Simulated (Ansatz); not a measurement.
# CH₃Cl₂Sn radical: basis-set convergence

An exercise on one series of results from a longer session: the logs are not shown, and one member is left open.

Program: Ansatz 0.2.0, Gaussian basis. Level of theory: one geometry, several basis sets. These are calculated values, not measurements.

Levels to be run: PBE0-D4/def2-SVP; ωB97M-V/def2-SVP; PBE0-D4/def2-QZVPP; ωB97M-V/def2-QZVPP; the functionals' def2-TZVPP values are taken from earlier runs.

1 further run of the same task is left out (for a known fault of the program).

## Structure used throughout

The geometry comes from an earlier relaxation with PBE0-D4 in a triple-zeta def2 set; it is a stationary point, not always the lowest conformer. Sn takes the def2 core potential; no spin-orbit term is included.

SMILES `[CH3][Sn]([Cl])[Cl]`, 7 atoms, charge 0, spin multiplicity 2.

Atoms are counted from 1 here; the program's logs count them from 0.

Bond lengths: C1–Sn2 2.168 Å, C1–H5 1.088 Å, C1–H6 1.088 Å, C1–H7 1.090 Å, Sn2–Cl3 2.348 Å, Sn2–Cl4 2.348 Å. Angles: Sn2–C1–H5 108.8°, Sn2–C1–H6 108.8°, Sn2–C1–H7 105.2°, H5–C1–H6 111.5°, H5–C1–H7 111.2°, H6–C1–H7 111.2°, C1–Sn2–Cl3 105.9°, C1–Sn2–Cl4 105.9°, Cl3–Sn2–Cl4 105.0°.

Set-up of the first run:

File in.yaml:

```yaml
crystal:
  periodic: [false, false, false]
  atoms:
    - {symbol: C, position_ang: [-0.269221, 0.980993, -0.162308]}
    - {symbol: Sn, position_ang: [-0.261505, -1.009381, 0.696976]}
    - {symbol: Cl, position_ang: [1.938099, -1.387471, 1.427437]}
    - {symbol: Cl, position_ang: [-0.569875, -2.489006, -1.100344]}
    - {symbol: H, position_ang: [-1.249733, 1.173525, -0.593026]}
    - {symbol: H, position_ang: [-0.028832, 1.700085, 0.618155]}
    - {symbol: H, position_ang: [0.502367, 0.963258, -0.932590]}
basis:
  gaussian: {orbitals: def2-SVP}
magnetization: {spin_polarized: true, initial_magnetization: 1}
hamiltonian: {xc: pbe0, dispersion: d4}
output: {orbitals: {seedname: orbitals}}
```

Started as:

```sh
$ ansatz run in.yaml --threads 4 --pin off --events-out ev --progress --plain --max-ram 10444MiB
```

Steps of the session up to this table: PBE0-D4 in def2-SVP; ωB97M-V in def2-SVP; PBE0-D4 in def2-QZVPP; ωB97M-V in def2-QZVPP.

One of the session's tables, all rows but one given; the rest of the session is left out.

It belongs to the step «Functionals by basis». 

| functional | basis | HOMO (eV) | LUMO (eV) |
| --- | --- | --- | --- |
| PBE0-D4 | def2-SVP | ? | ? |
| PBE0-D4 | def2-TZVPP | -6.85 | -4.07 |
| PBE0-D4 | def2-QZVPP | -6.88 | -4.10 |
| ωB97M-V | def2-SVP | -8.68 | -2.17 |
| ωB97M-V | def2-TZVPP | -8.85 | -2.35 |
| ωB97M-V | def2-QZVPP | -8.88 | -2.41 |

**Question.** Estimate the row for PBE0-D4, def2-SVP.

**Answer.** HOMO (eV): -6.72; LUMO (eV): -3.96. In the column «HOMO (eV)» it is the highest.
